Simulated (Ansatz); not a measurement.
# Si3N4: band gap under strain

How does strain move the band edges of Si3N4, database structure, and do the functionals agree on it? States: no strain; -3.0 % biaxial strain in x and y, free along z; -2.0 % biaxial strain in x and y, free along z.

Code: Ansatz 0.2.0. PAW datasets, plane waves. Calculated at 0 K for a non-magnetic cell.

**1. The cell**

The unstrained cell was relaxed with r2SCAN; in each strained cell the atoms were relaxed again with r2SCAN. Names of k-points are those of the unstrained zone, where strain can split equivalent points. First state: no strain.

The symmetry is P6_3/m (No. 176, hexagonal); a = 7.606 Å, c = 2.906 Å in the conventional setting, 10.40 Å³ an atom. Near Si stand 4 N at 1.73–1.74 Å; near N stand 3 Si at 1.73 Å; near N stand 3 Si at 1.73–1.74 Å.

As a file:

```
Si N
1.0
     7.60566    0.00000    0.00000
    -3.80283    6.58670    0.00000
     0.00000    0.00000    2.90565
Si N
6 8
Cartesian
  -1.3817 5.4312 2.1792
  2.2113 1.5190 0.7264
  4.0127 3.9122 0.7264
  -0.2098 2.6745 2.1792
  1.5916 5.0677 2.1792
  5.1846 1.1555 0.7264
  0.0000 4.3911 2.1792
  3.8028 2.1956 0.7264
  4.8212 4.4110 2.1792
  -1.4094 6.3808 0.7264
  2.4278 4.6169 0.7264
  1.3750 1.9698 2.1792
  -1.0184 2.1757 0.7264
  5.2123 0.2059 2.1792
```

**2. No strain: PBE**

input.yaml

```yaml
crystal:
  lattice:
    - [7.6056640558, 0.0, 0.0]
    - [-3.8028320279, 6.586698285, 0.0]
    - [0.0, 0.0, 2.9056464664]
  atoms:
    - { symbol: Si, position: [0.2306108591, 0.8245677903, 0.75] }
    - { symbol: Si, position: [0.4060430687, 0.2306108591, 0.25] }
    - { symbol: Si, position: [0.8245677903, 0.5939569313, 0.25] }
    - { symbol: Si, position: [0.1754322097, 0.4060430687, 0.75] }
    - { symbol: Si, position: [0.5939569313, 0.7693891409, 0.75] }
    - { symbol: Si, position: [0.7693891409, 0.1754322097, 0.25] }
    - { symbol: "N", position: [0.3333333333, 0.6666666667, 0.75] }
    - { symbol: "N", position: [0.6666666667, 0.3333333333, 0.25] }
    - { symbol: "N", position: [0.9687373408, 0.6696818164, 0.75] }
    - { symbol: "N", position: [0.2990555244, 0.9687373408, 0.25] }
    - { symbol: "N", position: [0.6696818164, 0.7009444756, 0.25] }
    - { symbol: "N", position: [0.3303181836, 0.2990555244, 0.75] }
    - { symbol: "N", position: [0.0312626592, 0.3303181836, 0.25] }
    - { symbol: "N", position: [0.7009444756, 0.0312626592, 0.75] }
kpoints:
  mp_grid: { grid: [6, 6, 8] }
  band_path:
    path:
      - [0.0, 0.0, 0.0]
      - [0.5, 0.0, 0.0]
      - [0.3333333333, 0.3333333333, 0.0]
      - [0.0, 0.0, 0.5]
      - [0.5, 0.0, 0.5]
      - [0.3333333333, 0.3333333333, 0.5]
      - [0.0, 0.0, 0.171875]
    npoints: 1
hamiltonian:
  xc: pbe
scf:
  occupations: { method: fermi_dirac, width: 0.02 }
  n_extra_bands: 7
output:
  forces: true
  stress: true
  eigenvalues: true
```

After this run come: No strain: r2SCAN; No strain: HSE06; -3.0 % biaxial strain in x and y, free along z: PBE; -3.0 % biaxial strain in x and y, free along z: r2SCAN; -3.0 % biaxial strain in x and y, free along z: HSE06; -2.0 % biaxial strain in x and y, free along z: PBE; -2.0 % biaxial strain in x and y, free along z: r2SCAN; -2.0 % biaxial strain in x and y, free along z: HSE06.

Q: Predict the outcome of this session.

The runs gave:

Least gap in eV (negative: overlap), with the change from the unstrained cell in brackets:

```
                                         state  volume change (%)           PBE        r2SCAN         HSE06
                                     no strain               +0.0          4.33          4.99          5.77
-3.0 % biaxial strain in x and y, free along z               -4.6  3.78 (-0.55)  4.42 (-0.57)  5.20 (-0.57)
-2.0 % biaxial strain in x and y, free along z               -3.1  3.97 (-0.36)  4.62 (-0.37)  5.40 (-0.37)
```

**Reading.** The largest move of the HSE06 gap in the table is -0.574 eV, under -3.0 % biaxial strain in x and y, free along z. PBE and HSE06 differ by 1.44 eV on the unstrained gap, and by at most 0.02 eV on its change: PBE follows the response to strain far better than the gap itself.
